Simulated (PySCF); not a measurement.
# [Pb(OH)2]2+: other functionals and bases at one geometry

Aim: see how levels, charges and forces of [Pb(OH)2]2+ depend on the level of theory. The structure is generated, not taken from experiment.

Program: PySCF 2.14.0. Level of theory: several levels, as the steps say, no spin–orbit coupling. These are calculated values, not measurements.

1 further run of the same task is left out (for a known fault of the program).

### 1 Starting geometry

5 atoms, charge 2, spin multiplicity 1.

Bond lengths: Pb1–O2 2.001 Å, Pb1–O4 2.001 Å, O2–H3 0.997 Å, O4–H5 0.997 Å. Angles: O2–Pb1–O4 158.0°, Pb1–O2–H3 115.1°, Pb1–O4–H5 115.1°.

As a file:

```xyz
5

Pb    0.0000    0.0000    0.5417
O     1.9616    0.0939    0.9241
H     2.5539   -0.1331    0.1548
O    -1.9616   -0.0939    0.9241
H    -2.5539    0.1331    0.1548
```

Formal oxidation states: Pb +4. An earlier session relaxed this geometry at PBE0, Pb def2-SVP with ECP60, O def2-SVP, H def2-SVP (singlet, point group C2).

At PBE0 on the finer grid: E = -343.323436 Eh, HOMO -22.39 eV, LUMO -18.05 eV, Mulliken charge on Pb1 +1.71 e, largest force component 0.012 eV/Å. 

Levels to run: TPSSh; CAM-B3LYP; PBE0, TZVP. Hardware: 2 threads of Arm Neoverse V1, shared host.

### 2 TPSSh

The input, run.py (the lines that set the calculation):

```python
mol = gto.M(atom='''
Pb     0.00000     0.00000     0.54168
O      1.96165     0.09393     0.92412
H      2.55385    -0.13314     0.15481
O     -1.96165    -0.09393     0.92412
H     -2.55385     0.13314     0.15481''',
    basis={'Pb': 'def2-SVP', 'O': 'def2-SVP', 'H': 'def2-SVP'},
    ecp={'Pb': 'def2-SVP'},
    charge=2, spin=0)
mf = dft.RKS(mol, xc='TPSSH')
mf.grids.atom_grid = (75, 302)
mf = mf.density_fit()  # fitting sets: Pb def2-universal-JKFIT, O def2-universal-JKFIT, H def2-universal-JKFIT
mf.conv_tol = 1e-08; mf.max_cycle = 55
mf.kernel(dm0)  # dm0: the density of the relaxed state
```

Started as:

```sh
$ OMP_NUM_THREADS=2 python run.py
```

### 3 CAM-B3LYP

run.py (the lines that set the calculation), as its differences from that of step 2:

```diff
@@ -9,3 +9,3 @@
     charge=2, spin=0)
-mf = dft.RKS(mol, xc='TPSSH')
+mf = dft.RKS(mol, xc='CAMB3LYP')
 mf.grids.atom_grid = (75, 302)
```

### 4 PBE0, TZVP

Basis: Pb def2-TZVP with ECP60, O def2-TZVP, H def2-TZVP. 

The input, run.py (the lines that set the calculation):

```python
mol = gto.M(atom='''
Pb     0.00000     0.00000     0.54168
O      1.96165     0.09393     0.92412
H      2.55385    -0.13314     0.15481
O     -1.96165    -0.09393     0.92412
H     -2.55385     0.13314     0.15481''',
    basis={'Pb': 'def2-TZVP', 'O': 'def2-TZVP', 'H': 'def2-TZVP'},
    ecp={'Pb': 'def2-TZVP'},
    charge=2, spin=0)
mf = dft.RKS(mol, xc='PBE0')
mf.grids.atom_grid = (75, 302)
mf = mf.density_fit()  # fitting sets: Pb def2-universal-JKFIT, O def2-universal-JKFIT, H def2-universal-JKFIT
mf.conv_tol = 1e-08; mf.max_cycle = 55
mf.kernel(dm0)  # dm0: free metal ions and neutral atoms
```

Q: Predict the outcome of this session. Wanted: for each run, HOMO; gap; charge on Pb1; dipole; largest force.

As calculated:

| level | state | HOMO (eV) | gap (eV) | charge on Pb1 (e) | dipole (D) | largest force (eV/Å) | basis functions | time |
| --- | --- | --- | --- | --- | --- | --- | --- | --- |
| PBE0 (relaxed here) | singlet | -22.39 | 4.33 | 1.71 | 2.93 | 0.01 | 64 | 22 s |
| TPSSh | singlet | -21.39 | 2.92 | 1.68 | 2.83 | 0.29 | 64 | 3.3 s |
| CAM-B3LYP | singlet | -23.86 | 6.83 | 1.68 | 2.98 | 0.32 | 64 | 5.1 s |
| PBE0, TZVP | singlet | -22.30 | 4.43 | 1.71 | 2.76 | 0.90 | 124 | 12 s |

Times are on 2 threads of Arm Neoverse V1, shared host; the first row also made further properties. The dipole of a charged species depends on the origin, so these sizes hold for this origin alone.

In one basis the HOMO–LUMO gap runs from 2.92 eV (TPSSh) to 6.83 eV (CAM-B3LYP). The largest leftover force, 0.90 eV/Å with PBE0, TZVP, stands at a geometry relaxed at another level. The Mulliken charge on Pb spans +1.68 to +1.71 e over the levels. Total energies of different levels can't be compared. Spin–orbit coupling is left out throughout.
